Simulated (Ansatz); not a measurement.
**CH6BFO2Si: a ladder of functionals and wavefunction methods**

An exercise on one series of results from a longer session: the logs are not shown, and one member is left open.

The runs use Ansatz 0.2.0, Gaussian basis; functionals in def2-TZVPP, the program's frozen cores in correlated methods.

Plan: PBE-D4, r2SCAN-D4, PBE0-D4, B3LYP-D4, ωB97X-V, ωB97M-V, B2PLYP; CCSD(T)/def2-TZVPP; MP2/def2-QZVPP; extrapolation to the limit.

### The geometry

All runs share one geometry, relaxed beforehand with PBE0-D4 in a triple-zeta def2 set.

SMILES `B[Si](O)(F)OC`, 12 atoms, charge 0, spin multiplicity 1.

Atoms are counted from 1 here; the program's logs count them from 0.

Bond lengths: B1–Si2 2.005 Å, B1–H7 1.196 Å, B1–H8 1.194 Å, Si2–O3 1.627 Å, Si2–F4 1.605 Å, Si2–O5 1.633 Å, O3–H9 0.959 Å, O5–C6 1.411 Å, C6–H10 1.096 Å, C6–H11 1.094 Å, C6–H12 1.091 Å. Angles: Si2–B1–H7 121.3°, Si2–B1–H8 121.4°, H7–B1–H8 117.3°, B1–Si2–O3 110.7°, B1–Si2–F4 105.5°, B1–Si2–O5 115.9°, O3–Si2–F4 110.7°, O3–Si2–O5 106.6°, F4–Si2–O5 107.3°, Si2–O3–H9 117.6°, Si2–O5–C6 124.8°, O5–C6–H10 111.5°, O5–C6–H11 111.1°, O5–C6–H12 108.2°, H10–C6–H11 108.7°, H10–C6–H12 108.5°, H11–C6–H12 108.8°.

Geometry (Å):

```csv
atom,x (Å),y (Å),z (Å)
B1,0.2231,-2.0468,-0.1413
Si2,-0.3784,-0.3356,0.7124
O3,-0.2076,-0.4076,2.3287
F4,-1.9243,-0.1759,0.3105
O5,0.3943,1.0164,0.2220
C6,0.3411,1.5443,-1.0858
H7,0.6509,-2.0662,-1.2579
H8,0.1499,-3.0893,0.4358
H9,-0.1791,0.4213,2.8107
H10,0.6403,0.8001,-1.8322
H11,-0.6656,1.8977,-1.3274
H12,1.0323,2.3864,-1.1414
```

The first run:

Input file in.yaml:

```yaml
crystal:
  periodic: [false, false, false]
  atoms:
    - {symbol: B, position_ang: [0.223150, -2.046765, -0.141284]}
    - {symbol: Si, position_ang: [-0.378409, -0.335593, 0.712443]}
    - {symbol: O, position_ang: [-0.207593, -0.407645, 2.328710]}
    - {symbol: F, position_ang: [-1.924293, -0.175943, 0.310541]}
    - {symbol: O, position_ang: [0.394273, 1.016402, 0.221989]}
    - {symbol: C, position_ang: [0.341087, 1.544307, -1.085759]}
    - {symbol: H, position_ang: [0.650870, -2.066201, -1.257935]}
    - {symbol: H, position_ang: [0.149898, -3.089299, 0.435798]}
    - {symbol: H, position_ang: [-0.179057, 0.421285, 2.810709]}
    - {symbol: H, position_ang: [0.640269, 0.800140, -1.832153]}
    - {symbol: H, position_ang: [-0.665609, 1.897734, -1.327412]}
    - {symbol: H, position_ang: [1.032313, 2.386378, -1.141448]}
basis:
  gaussian: {orbitals: def2-TZVPP}
hamiltonian: {xc: pbe, dispersion: d4}
output: {forces: true, orbitals: {seedname: orbitals}}
```

The run is started by

```sh
$ ansatz run in.yaml --threads 4 --pin off --events-out ev --progress --plain --max-ram 10444MiB
```

Steps of the session up to this table: PBE-D4 (GGA); r2SCAN-D4 (meta-GGA); PBE0-D4 (hybrid); B3LYP-D4 (hybrid); ωB97X-V (range-separated); ωB97M-V (range-separated); B2PLYP (double hybrid); CCSD(T) in def2-TZVPP; MP2 in def2-QZVPP.

One of the session's tables, all rows but one given; the rest of the session is left out.

It belongs to the step «Atomisation energies». 

```
            method  atomisation energy (kJ/mol)
            PBE-D4                       4728.0
         r2SCAN-D4                       4682.3
           PBE0-D4                       4640.0
          B3LYP-D4                       4660.2
           ωB97X-V                       4681.9
           ωB97M-V                       4682.9
            B2PLYP                       4624.9
     HF/def2-TZVPP                       3455.0
    MP2/def2-TZVPP                       4663.3
   CCSD/def2-TZVPP                       4489.7
CCSD(T)/def2-TZVPP                       4551.6
           MP2/CBS                       4791.0
       CCSD(T)/CBS                            ?
```

Q: Estimate the row for CCSD(T)/CBS from the others.

**Answer.** atomisation energy (kJ/mol): 4679.4. In the column «atomisation energy (kJ/mol)» it lies between MP2/def2-TZVPP (4663.3) and ωB97X-V (4681.9).

Caveats from the session: Free atoms (1 B, 1 Si, 2 O, 1 F, 1 C, 6 H) were run apart at each level; the atomisation energy is their sum less the molecule, without zero-point or spin-orbit terms.
